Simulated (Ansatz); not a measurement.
## Rb, space group P6_3/mmc: a scan of the energy under strain, step by step

Computed with the Ansatz DFT code, driven from Python.

Interactive session:
```pycon
>>> from dataclasses import dataclass
>>> import ansatz as az
>>> import numpy as np
>>> @dataclass(frozen=True)
... class Options:
...     sigma: float = 0.05
...     xc: str = "pbesol"
...     cutoff_ev: int = 520
...     kgrid: tuple[int, ...] = (8, 8, 2)
...
>>> cfg = Options()
>>> vectors0 = np.array([
...     [5.08878, 0.0, 0.0],
...     [-2.54439, 4.407013, 0.0],
...     [0.0, 0.0, 16.883726],
... ])
>>> sites = [
...     ("Rb", (0.0, 0.0, 0.0)),
...     ("Rb", (1 / 3, 2 / 3, 0.75)),
...     ("Rb", (0.0, 0.0, 0.5)),
...     ("Rb", (2 / 3, 1 / 3, 0.25)),
... ]
>>> def on_lattice(cell):
...     crystal = az.Crystal(lattice=az.Lattice.of(cell))
...     for symbol, position in sites:
...         crystal = crystal.atom(symbol, position)
...     return crystal
...
>>> # clamped ions: the fractional positions stay as typed
>>> values = np.linspace(-0.05, 0.05, 7)
>>> energies = []
>>> for d in values:
...     strain = np.array([[0, d / 2, 0], [d / 2, 0, 0], [0, 0, 0]])
...     cell = vectors0 @ (np.eye(3) + strain)
...     calc = (
...         on_lattice(cell).calculation()
...         .occupations(az.OccupationsMethod.FERMI_DIRAC, width=cfg.sigma)  # fractional filling near the Fermi level
...         .functional(cfg.xc)
...         .pseudopotentials("paw")
...         .basis(cfg.cutoff_ev)  # plane waves up to this kinetic energy
...         .kpoints(*cfg.kgrid)
...     )
...     report = calc.run(threads=1).report
...     energies.append(report["free_energy_ev"] / len(sites))
...     print(f"d = {d:+.4f}  F = {energies[-1]:.5f} eV/atom")
...
d = -0.0500  F = -3216.99039 eV/atom
d = -0.0333  F = -3216.99075 eV/atom
d = -0.0167  F = -3216.99096 eV/atom
d = +0.0000  F = -3216.99103 eV/atom
d = +0.0167  F = -3216.99096 eV/atom
d = +0.0333  F = -3216.99075 eV/atom
d = +0.0500  F = -3216.99039 eV/atom
>>> energies = np.array(energies)
>>> for value, e in zip(values, energies):
...     print(f"strain {value:7.3f}   E - Emin = {1000 * (e - energies.min()):9.3f} meV/atom")
...
strain  -0.050   E - Emin =     0.641 meV/atom
strain  -0.033   E - Emin =     0.278 meV/atom
strain  -0.017   E - Emin =     0.068 meV/atom
strain   0.000   E - Emin =     0.000 meV/atom
strain   0.017   E - Emin =     0.068 meV/atom
strain   0.033   E - Emin =     0.278 meV/atom
strain   0.050   E - Emin =     0.641 meV/atom
>>> np.savetxt("strain.csv", np.column_stack([values, energies]), fmt="%.6f", delimiter=",", header="strain,energy_eV_per_atom")
>>> curvature = 2 * np.polyfit(values, energies, 3)[1]
>>> volume = abs(np.linalg.det(vectors0)) / len(sites)
>>> print(f"d2E/dd2 over the volume: {curvature / volume * 160.21766:.1f} GPa")
d2E/dd2 over the volume: 0.9 GPa
```

It writes `strain.csv`:
```csv
# strain,energy_eV_per_atom
-0.050000,-3216.990388
-0.033333,-3216.990751
-0.016667,-3216.990961
0.000000,-3216.991029
0.016667,-3216.990961
0.033333,-3216.990751
0.050000,-3216.990388
```

Against the unstrained cell the energy per atom changes by +0.64 meV at one end of the scan and +0.64 meV at the other, and its second derivative over the volume is 0.9 GPa.

Notes:
- Absolute energies stand on the zero of these potentials, so only differences at equal settings mean something.
- The curvature belongs to this strain pattern and to the cell's stress; it equals a single elastic constant only for simple patterns.
- In a metal a curvature from energy changes of a few meV or less hangs on mesh and smearing, in size and even in sign.
- This isn't the structure that Rb takes at ambient conditions.
- The ions keep their fractional positions (clamped ions).
- It ran for 2.8 min on 1 thread of Arm Neoverse V1, with other jobs on the host, peak memory 0.93 GiB.
